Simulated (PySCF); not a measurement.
# MoO2Br: doublet, from a trigonal pyramidal start

Aim: relax MoO2Br as a doublet from a trigonal pyramidal start, check by its vibrations whether the end is a minimum, and collect its spectrum and constants.

Computed with PySCF 2.14.0. Level: PBE0, basis Mo def2-TZVP with ECP28, O def2-TZVP, Br def2-TZVP, scalar-relativistic core potentials, no spin–orbit coupling, density fitting.

### 1 Where the work starts

4 atoms, charge 0, spin multiplicity 2.

Bond lengths: Mo1–O2 1.780 Å, Mo1–O3 1.780 Å, Mo1–Br4 2.520 Å. Angles: O2–Mo1–O3 99.8°, O2–Mo1–Br4 99.8°, O3–Mo1–Br4 99.8°.

Z-matrix (Å, degrees; charge 0 multiplicity 2):
```
Mo
O  1 1.7800
O  1 1.7800 2 99.75
Br 1 2.5200 2 99.75 3 -101.77
```

### 2 First SCF at the start

One driver script runs all steps and calls PySCF; scf.py shows how it sets up the SCF of each step. The optimiser is the driver's own. After this first run the driver tries any further starts and a stability analysis.

scf.py reads:

```python
from pyscf import gto, scf, dft
mol = gto.M(atom='''
Mo     0.000000     0.000000     0.000000
O     -0.785800     1.361100     0.835700
O     -0.785800    -1.361100     0.835700
Br     2.225000     0.000000     1.183100''',
    basis={'Mo': 'def2-TZVP', 'O': 'def2-TZVP', 'Br': 'def2-TZVP'},
    ecp={'Mo': 'def2-TZVP'},
    charge=0, spin=1)
mf = dft.UKS(mol, xc='PBE0')
mf.grids.atom_grid = (50, 194)
aux = {'Mo': 'def2-universal-JKFIT', 'O': 'def2-universal-JKFIT', 'Br': 'def2-universal-JKFIT'}
mf = mf.density_fit(auxbasis=aux)
mf.conv_tol = 1e-08
mf.diis_space = 10
mf.max_cycle = 60
mf.init_guess = 'minao'
mf.verbose = 4
mf.kernel()
```

On the command line:

```console
OMP_NUM_THREADS=4 python axn.py task.json out
```

The program printed:

```text
init E= -2784.76823082212
[... the frontier-level lines of each cycle are left out ...]
cycle= 1 E= -2791.99885895759  delta_E= -7.23  |g|= 1.06  |ddm|=  2.8
cycle= 2 E= -2780.69694920929  delta_E= 11.3  |g|= 4.53  |ddm|= 3.03
cycle= 3 E= -2792.40986270482  delta_E= -11.7  |g|= 0.359  |ddm|= 2.79
cycle= 4 E= -2792.40296301393  delta_E= 0.0069  |g|= 0.347  |ddm|= 0.516
cycle= 5 E= -2792.46489690634  delta_E= -0.0619  |g|= 0.0866  |ddm|= 0.35
cycle= 6 E= -2792.46891198895  delta_E= -0.00402  |g|= 0.0351  |ddm|= 0.0899
cycle= 7 E= -2792.46935174468  delta_E= -0.00044  |g|= 0.0154  |ddm|= 0.0205
cycle= 8 E= -2792.46949510569  delta_E= -0.000143  |g|= 0.00364  |ddm|= 0.018
cycle= 9 E= -2792.46951936187  delta_E= -2.43e-05  |g|= 0.00177  |ddm|= 0.00983
cycle= 10 E= -2792.46952868942  delta_E= -9.33e-06  |g|= 0.00126  |ddm|= 0.00604
cycle= 11 E= -2792.46953469156  delta_E= -6e-06  |g|= 0.000486  |ddm|= 0.00609
cycle= 12 E= -2792.46953582073  delta_E= -1.13e-06  |g|= 0.000292  |ddm|= 0.00208
cycle= 13 E= -2792.4695362538  delta_E= -4.33e-07  |g|= 0.000146  |ddm|= 0.00126
cycle= 14 E= -2792.46953640704  delta_E= -1.53e-07  |g|= 5.47e-05  |ddm|= 0.00104
cycle= 15 E= -2792.46953641835  delta_E= -1.13e-08  |g|= 3.3e-05  |ddm|= 0.000213
cycle= 16 E= -2792.4695364237  delta_E= -5.35e-09  |g|= 2.14e-05  |ddm|= 0.000158
Extra cycle  E= -2792.46953642589  delta_E= -2.2e-09  |g|= 2.37e-05  |ddm|= 9.78e-05
converged SCF energy = -2792.46953642589  <S^2> = 0.7585427  2S+1 = 2.0085245
```

This step, with its further starts and checks, needed 31 s of wall time on 4 threads of Intel Xeon Platinum 8488C (Sapphire Rapids), shared host.

Energies from each starting density:

| start | energy (Eh) |
| --- | --- |
| the minimal-basis guess | -2792.469536 |
| a thermally smeared density | -2792.469536 |
| a smeared PBE density | -2792.469536 |

The test of internal stability and the other starts found no lower solution of this spin.

### 3 Trigonal pyramidal start, doublet: relaxation

The program finds Cs symmetry in the start, which this walk keeps. The walk stops when the largest gradient is under 0.0003 Eh/bohr and the energy has settled too.

scf.py: that of step 2 with these lines changed.

```diff
@@ -3,4 +3,4 @@
-Mo     0.000000     0.000000     0.000000
-O     -0.785800     1.361100     0.835700
-O     -0.785800    -1.361100     0.835700
-Br     2.225000     0.000000     1.183100''',
+Mo    -0.720526     0.000000    -0.575165
+O     -1.506326     1.361100     0.260535
+O     -1.506326    -1.361100     0.260535
+Br     1.504474     0.000000     0.607935''',
@@ -17 +16,0 @@
-mf.init_guess = 'minao'
```

The optimiser's trace:

| step | energy (Eh) | change (kJ/mol) | largest symmetric gradient (Eh/bohr) |
| --- | --- | --- | --- |
| 0 | -2792.469536 | 0.00 | 0.15397 |
| 1 | -2792.510061 | -106.40 | 0.04057 |
| 2 | -2792.515549 | -120.81 | 0.02385 |
| 3 | -2792.517147 | -125.00 | 0.01541 |
| 4 | -2792.518091 | -127.48 | 0.00298 |
| 5 | -2792.518297 | -128.02 | 0.00524 |
| 6 | -2792.518338 | -128.13 | 0.00049 |
| 7 | -2792.518341 | -128.14 | 0.00017 |

The walk took 45 s.

Positions (Å) and forces (eV/Å) along the way:

```
step 0
Mo  -0.721   0.000  -0.575  -3.515   0.000   7.918
O   -1.506   1.361   0.261   2.252  -3.275  -3.356
O   -1.506  -1.361   0.261   2.252   3.275  -3.356
Br   1.504   0.000   0.608  -0.989   0.000  -1.205
step 1
Mo  -0.748   0.000  -0.399   2.086   0.000   0.418
O   -1.492   1.350   0.192  -0.850   0.924   0.073
O   -1.492  -1.350   0.192  -0.850  -0.924   0.073
Br   1.504   0.000   0.570  -0.385   0.000  -0.565
step 4
Mo  -0.686   0.000  -0.223  -0.047   0.000   0.153
O   -1.568   1.378   0.127  -0.013  -0.025  -0.064
O   -1.568  -1.378   0.127  -0.013   0.025  -0.064
Br   1.593   0.000   0.523   0.073   0.000  -0.024
step 7
Mo  -0.683   0.000  -0.173   0.005   0.002   0.007
O   -1.584   1.381   0.108   0.003  -0.002  -0.003
O   -1.584  -1.381   0.108   0.001  -0.001  -0.003
Br   1.623   0.000   0.512  -0.009   0.000  -0.001
```

End point (Cs, 7 steps, 128.1 kJ/mol gained): Mo–Br 2.405 Å, Mo–O 1.673 Å (×2); Br–Mo–O 118.0° (×2), O–Mo–O 111.3°.

### 4 Vibrations and properties at this point

The point is checked on the finer grid, and tightened if its gradient asks for it. The Hessian and the dipole derivatives come from central differences of analytic gradients, with steps of 0.02 bohr.

scf.py: that of step 3 with these lines changed.

```diff
@@ -3,4 +3,4 @@
-Mo    -0.720526     0.000000    -0.575165
-O     -1.506326     1.361100     0.260535
-O     -1.506326    -1.361100     0.260535
-Br     1.504474     0.000000     0.607935''',
+Mo    -0.733183     0.000000    -0.301396
+O     -1.635033     1.381149    -0.021397
+O     -1.635033    -1.381149    -0.021397
+Br     1.572366     0.000000     0.383092''',
@@ -11 +11 @@
-mf.grids.atom_grid = (50, 194)
+mf.grids.atom_grid = (75, 302)
@@ -14 +14 @@
-mf.conv_tol = 1e-08
+mf.conv_tol = 1e-10
```

The driver hands on the density of the step before, so the log starts near convergence.

SCF at the final geometry:

```text
init E= -2792.51815693778
[... the frontier-level lines of each cycle are left out ...]
cycle= 1 E= -2792.51815693748  delta_E= 3.04e-10  |g|= 2.97e-05  |ddm|= 1.87e-05
cycle= 2 E= -2792.51815693387  delta_E= 3.61e-09  |g|= 0.000102  |ddm|= 6.02e-05
cycle= 3 E= -2792.51815693781  delta_E= -3.95e-09  |g|= 3.33e-06  |ddm|= 4.64e-05
cycle= 4 E= -2792.51815693782  delta_E= -3.64e-12  |g|= 1.16e-06  |ddm|= 2.83e-06
Extra cycle  E= -2792.51815693781  delta_E= 6.37e-12  |g|= 3.88e-06  |ddm|= 3.07e-06
converged SCF energy = -2792.51815693781  <S^2> = 0.75847333  2S+1 = 2.0084555
```

The whole step took 2.1 min.

Geometry: Cs; Mo–Br 2.405 Å, Mo–O 1.673 Å (×2); Br–Mo–O 118.0° (×2), O–Mo–O 111.3°.

Modes, for the most abundant isotopes:

```tsv
symmetry	ω (cm⁻¹)	IR (km/mol)	type
a'	114	19.7	bend
a''	151	2.2	bend
a'	266	16.3	mixed
a'	381	19.2	bend
a''	1016	225	stretch
a'	1064	114	stretch
```

Every mode is real; the point is a minimum.

Properties at this point:

| Property | Result |
| --- | --- |
| Dipole moment | 2.14 D |
| Highest occupied level | -7.58 eV |
| Lowest empty level | -3.92 eV |
| Rotational constants | 0.2537, 0.04765, 0.04118 cm⁻¹ |
| Zero-point energy | 17.9 kJ/mol |
| Principal polarisabilities | 48.5, 57.1, 78.4 bohr³ |
| Atomisation energy without zero-point energy | 1483 kJ/mol |
| Principal traceless quadrupole moments about the centre of mass | -4.05, -3.87, 7.92 D Å |
| Entropy at 298.15 K and 1 bar (electronic part: spin only) | 332.9 J/(mol K) |
| Heat capacity Cp at 298.15 K | 65.7 J/(mol K) |
| Enthalpy at 298.15 K above 0 K | 15.71 kJ/mol |
| Rotational symmetry number | 1 |
| Spin squared ⟨S²⟩ | 0.758 |

Populations by atom (charges in e):

| atom | Mulliken | Löwdin | polar tensor | spin (Mulliken) | Mayer order to Mo1 |
| --- | --- | --- | --- | --- | --- |
| Mo1 | 1.40 | 0.44 | 1.79 | 1.05 | – |
| O2,3 | -0.53 | -0.26 | -0.68 | -0.01 | 1.98 |
| Br4 | -0.34 | 0.09 | -0.44 | -0.03 | 1.01 |

Outer orbital energies (eV). α occupied: -11.98, -11.87, -11.22, -10.31, -9.66, -9.51, -9.30, -7.58; empty: -3.92, -2.75, -1.44, -0.68. β occupied: -12.47, -11.87, -11.50, -11.14, -10.19, -9.71, -9.49, -9.30; empty: -3.74, -3.54, -2.39, -1.07.

Mulliken populations on Mo1 (outside its core potential): s 2.33, p 6.27, d 3.93, f 0.07.

### 5 Outcome

| quantity | value |
| --- | --- |
| minimum | doublet, Cs |
| geometry | Mo–Br 2.405 Å, Mo–O 1.673 Å (×2); Br–Mo–O 118.0° (×2), O–Mo–O 111.3° |
| wavenumbers (cm⁻¹) | 114 (a'), 151 (a''), 266 (a'), 381 (a'), 1016 (a''), 1064 (a') |
| dipole moment | 2.14 D |
| highest occupied, lowest empty level (either spin) | -7.58, -3.92 eV |
| polar-tensor charge of Mo1 | +1.79 e |
| zero-point energy | 17.9 kJ/mol |
| entropy at 298.15 K | 332.9 J/(mol K) |
| atomisation energy (no zero-point energy) | 1483 kJ/mol |
| ⟨S²⟩ | 0.758 |

**Reading.** The molecule stays Cs, as typed, and the end point is a minimum. In the infrared the band at 1016 cm⁻¹ (a'', stretch) leads. Most of the spin sits on Mo1 (Mulliken spin 1.05, against 1 for the whole molecule). Only this shape and spin were tried, so other structures or states may lie lower. Open d and f shells are described by one determinant, and the ground state may have another occupation or spin.

The search up to here took 3.4 min.
